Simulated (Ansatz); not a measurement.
# AsF3+ (doublet): the correlation ladder, cc-pVDZ

The task here is to estimate one member of a computed series from the others.

Program: Ansatz 0.2.0, Gaussian basis. Level of theory: cc-pVDZ, core rule «outside noble gas», up to 17 orbitals frozen. These are calculated values, not measurements.

To be run: UHF; CCSD(T) on ROHF; CCSD(T) on UHF; BCCD(T) on ROHF; CISD as a restricted active space (open shells left free, so some higher excitations enter); CCSDT(Q) on ROHF; CCSDT(Q) on UHF; CASSCF and MRCISD+Q, 19 electrons in 13 orbitals; CASSCF and NEVPT2, 19 electrons in 13 orbitals.

10 further runs of the same task are left out: 2 for a known fault of the program, 2 that didn't finish, 6 set aside as unsound or not needed. Runs told in other sessions of the task aren't counted.

### What is computed

The geometry is a PBE0/def2-TZVP stationary point (not a proven minimum) of the parent state, kept for this charge and spin. No spin-orbit coupling is included. The filled d shell of As may be among the frozen orbitals whatever the setting's name suggests.

4 atoms, charge 1, spin multiplicity 2.

Atoms are counted from 1 here; the program's logs count them from 0.

Bond lengths: As1–F2 1.710 Å, As1–F3 1.781 Å, As1–F4 1.781 Å. Angles: F2–As1–F3 100.0°, F2–As1–F4 100.0°, F3–As1–F4 160.1°.

The first run:

Input file in.yaml:

```yaml
crystal:
  periodic: [false, false, false]
  atoms:
    - {symbol: As, position_ang: [0.000000, -0.157588, 0.000000]}
    - {symbol: F, position_ang: [0.000000, 1.552094, 0.000000]}
    - {symbol: F, position_ang: [0.000000, -0.465316, 1.753861]}
    - {symbol: F, position_ang: [0.000000, -0.465316, -1.753861]}
basis:
  gaussian: {orbitals: cc-pVDZ}
total_charge: 1
magnetization: {spin_polarized: true, initial_magnetization: 1}
hamiltonian: {xc: hf}
output: {orbitals: {seedname: orbitals}}
```

Launch:

```bash
$ ansatz run in.yaml --threads 1 --pin off --events-out ev --progress --plain --max-ram 4096MiB --backend cpu
```

Among the steps run: UHF; CCSD(T) on ROHF; CCSD(T) on UHF; BCCD(T) on ROHF; CISD as a restricted active space (open shells left free, so some higher excitations enter); CCSDT(Q) on ROHF; CCSDT(Q) on UHF; CASSCF and MRCISD+Q, 19 electrons in 13 orbitals; CASSCF and NEVPT2, 19 electrons in 13 orbitals.

One table of the session follows, with a row left open; its other results are not shown here.

It belongs to the step «Misses and costs». 

```
          method  from RCCSDT(Q) (meV)
            ROHF              +19667.4
             UHF              +19233.6
            RMP2                +578.0
            UMP2                +951.0
           RCCSD                +678.9
           UCCSD                +647.7
        RCCSD(T)                +104.2
        UCCSD(T)                     ?
         BCCD(T)                 +87.8
          RCCSDT                 +66.1
          UCCSDT                 +60.4
       RCCSDT(Q)                     0
       UCCSDT(Q)                 -27.2
  CASSCF valence              +16157.3
  NEVPT2 valence               +1451.5
  MRCISD valence               +1836.7
MRCISD+Q valence                +338.7
```

Estimate the missing values for UCCSD(T).

The run gave: from RCCSDT(Q) (meV): +115.7. In the column «from RCCSDT(Q) (meV)» it lies between RCCSD(T) (+104.2) and MRCISD+Q valence (+338.7).

Not comparable, so not listed: CISD as a restricted active space (open shells left free, so some higher excitations enter) (they don't share determinant, frozen orbitals or solution with the rows shown, or repeat one).

To keep in mind: Restricted and unrestricted rows rest on different reference determinants; a gap between their highest levels can come from leftover correlation error, from unlike frozen cores or from another state.
